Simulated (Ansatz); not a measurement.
# MgTl: the crystal squeezed far

How does MgTl answer strong compression? Methods of the runs shown: PAW. Its runs: volume scaled by 1 (PAW); volume scaled by 0.85 (PAW); volume scaled by 0.7 (PAW); volume scaled by 0.55 (PAW).

Method: DFT, PBEsol, PAW with Ansatz's default frozen-core files, scalar-relativistic, in Ansatz 0.2.0.

1 further run of the same task is left out (it didn't finish).

## (1) Starting point

The structure is cubic, space group Pm-3m (No. 221). The conventional cell has a = 3.628 Å, b = 3.628 Å, c = 3.628 Å, α = 90.00°, β = 90.00°, γ = 90.00°. Mg (site symmetry m-3m) has 8 Tl at 3.14 Å as nearest neighbours. Around Tl (site symmetry m-3m) lie 8 Mg at 3.14 Å.

Coordinates:

```
Mg Tl
1.0
     3.62800    0.00000    0.00000
     0.00000    3.62800    0.00000
     0.00000    0.00000    3.62800
Mg Tl
1 1
Direct
  0.00000 0.00000 0.00000
  0.50000 0.50000 0.50000
```

Whether this phase is the stable one at these pressures isn't tested.

Atoms are numbered in the order of the input: Mg1, Tl2.

## (2) Volume scaled by 1, PAW

File input.yaml:

```yaml
crystal:
  lattice:
    - [3.628, 0.0, 0.0]
    - [0.0, 3.628, 0.0]
    - [0.0, 0.0, 3.628]
  atoms:
    - { symbol: Mg, position: [0.0, 0.0, 0.0] }
    - { symbol: Tl, position: [0.5, 0.5, 0.5] }
kpoints:
  mp_grid: { grid: [10, 10, 10] }
  band_path:
    path:
      - [0.0, 0.0, 0.0]
      - [0.0, 0.5, 0.0]
      - [0.5, 0.5, 0.0]
      - [0.0, 0.0, 0.0]
      - [0.5, 0.5, 0.5]
      - [0.0, 0.5, 0.0]
      - [0.5, 0.5, 0.5]
      - [0.5, 0.5, 0.0]
    npoints: 6
scf:
  occupations: { method: fermi_dirac, width: 0.05 }
hamiltonian:
  xc: pbesol
  pseudopotentials: { kind: paw }
output:
  forces: true
  stress: true
  eigenvalues: true
  efg: { contact_densities: true }
  populations: true
```

The run is started by

```sh
$ ansatz run input.yaml --threads 1 --pin off --max-ram 2048MiB --backend cpu --events-out ev --progress --plain --runs-dir out
```

## (3) Volume scaled by 0.85, PAW

Changes to input.yaml since step 2:

```diff
@@ -2,5 +2,5 @@
   lattice:
-    - [3.628, 0.0, 0.0]
-    - [0.0, 3.628, 0.0]
-    - [0.0, 0.0, 3.628]
+    - [3.4366891645, 0.0, 0.0]
+    - [0.0, 3.4366891645, 0.0]
+    - [0.0, 0.0, 3.4366891645]
   atoms:
```

## (4) Volume scaled by 0.7, PAW

Changes to input.yaml since step 3:

```diff
@@ -2,5 +2,5 @@
   lattice:
-    - [3.4366891645, 0.0, 0.0]
-    - [0.0, 3.4366891645, 0.0]
-    - [0.0, 0.0, 3.4366891645]
+    - [3.2213157183, 0.0, 0.0]
+    - [0.0, 3.2213157183, 0.0]
+    - [0.0, 0.0, 3.2213157183]
   atoms:
@@ -32 +32,5 @@
   populations: true
+  write_density: true
+  write_potential: true
+  elf: true
+  volumetric_format: npy
```

## (5) Volume scaled by 0.55, PAW

Changes to input.yaml since step 4:

```diff
@@ -2,5 +2,5 @@
   lattice:
-    - [3.2213157183, 0.0, 0.0]
-    - [0.0, 3.2213157183, 0.0]
-    - [0.0, 0.0, 3.2213157183]
+    - [2.9724975697, 0.0, 0.0]
+    - [0.0, 2.9724975697, 0.0]
+    - [0.0, 0.0, 2.9724975697]
   atoms:
@@ -32,5 +32 @@
   populations: true
-  write_density: true
-  write_potential: true
-  elf: true
-  volumetric_format: npy
```

(Steps that only read results are left out.)

Q: Predict the outcome of this session. Wanted: PAW pressure at 0.55 of the volume; fitted bulk modulus at zero pressure.

**Answer**, as computed:

| quantity | value |
| --- | --- |
| PAW pressure at 0.55 of the volume | 96.8 GPa |
| fitted bulk modulus at zero pressure (PAW) | 41 GPa |
| its pressure derivative | 4.65 |

What this shows: By PAW the pressure climbs to 97 GPa at 0.55 of the first volume. One third-order Birch-Murnaghan curve follows these points (B₀ = 41 GPa, B′ = 4.65, misfit at most 0.06 GPa). A fit over so wide a range leans to the high pressures, so B₀ can be off by several per cent. No all-electron run checks these rows here, and frozen cores can fail under such compression. The ions are at rest, and the electrons smeared by 0.05 eV. Spin-orbit coupling is left out, though the cell holds Tl; in elements this heavy it can shift bands and gaps by tenths of an eV.
